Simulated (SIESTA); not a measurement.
## Ti5Si under changes of volume

One of the cells (16.645 Å³/atom); the others are scaled copies at fixed shape and fractional positions:

```xyz
6
Lattice="2.5395 1.4662 4.4703 -2.5395 1.4662 4.4703 0.0000 -2.9324 4.4703" Properties=species:S:1:pos:R:3 pbc="T T T"
Ti    1.0022   -1.1965    4.4703
Ti    0.0000    0.0000   11.3800
Ti   -1.5373   -0.2697    4.4703
Ti    0.5351    1.4662    4.4703
Ti    0.0000    0.0000    2.0309
Si    0.0000    0.0000    6.7055
```

The cell comes from a database or a generator and needn't be the stable form of this composition.

| Quantity | Value |
| --- | --- |
| Program | SIESTA 5.4.2 |
| Functional | PBEsol |
| Potentials or basis | PseudoDojo 0.4 standard (PBEsol files) |
| Basis | DZP (energy shift 0.003 Ry; two zetas on semicore shells) |
| Grid cutoff | 800 Ry |
| Energy shift | 0.003 Ry |
| k mesh | 7 × 7 × 7 |
| Occupations | fermi-dirac, width 0.05 eV |
| Spin | no spin polarisation |

```csv
volume (Å³/atom),energy over the lowest point (meV/atom),pressure (GPa),largest force (eV/Å)
15.340,6.15,4.5,0.083
15.666,0.15,1.5,0.041
15.992,0.00,-1.3,0.016
16.645,15.45,-6.1,0.079
16.972,29.99,-8.1,0.100
17.298,?,?,?
```

Task: What does the run at 17.298 Å³/atom give?

Result: Energy over the lowest point 48.50 meV/atom; pressure -10.0 GPa; largest force 0.122 eV/Å.

Worked out: A Birch-Murnaghan fit of order 3 (a polynomial in V^(-2/3)) to the other rows has its minimum at 15.83 Å³/atom with B0 = V·E''(V) = 134 GPa and B' = 3.9 at fixed shape and positions, which overstates the stiffness. It gives 48.48 meV/atom at 17.298 Å³/atom, against the run's 48.50, and -dE/dV = -10.0 GPa, against -10.0.

Energies are extrapolated to zero smearing.

Caveats: the basis of atomic orbitals isn't converged, which shifts pressures, moduli and gaps.
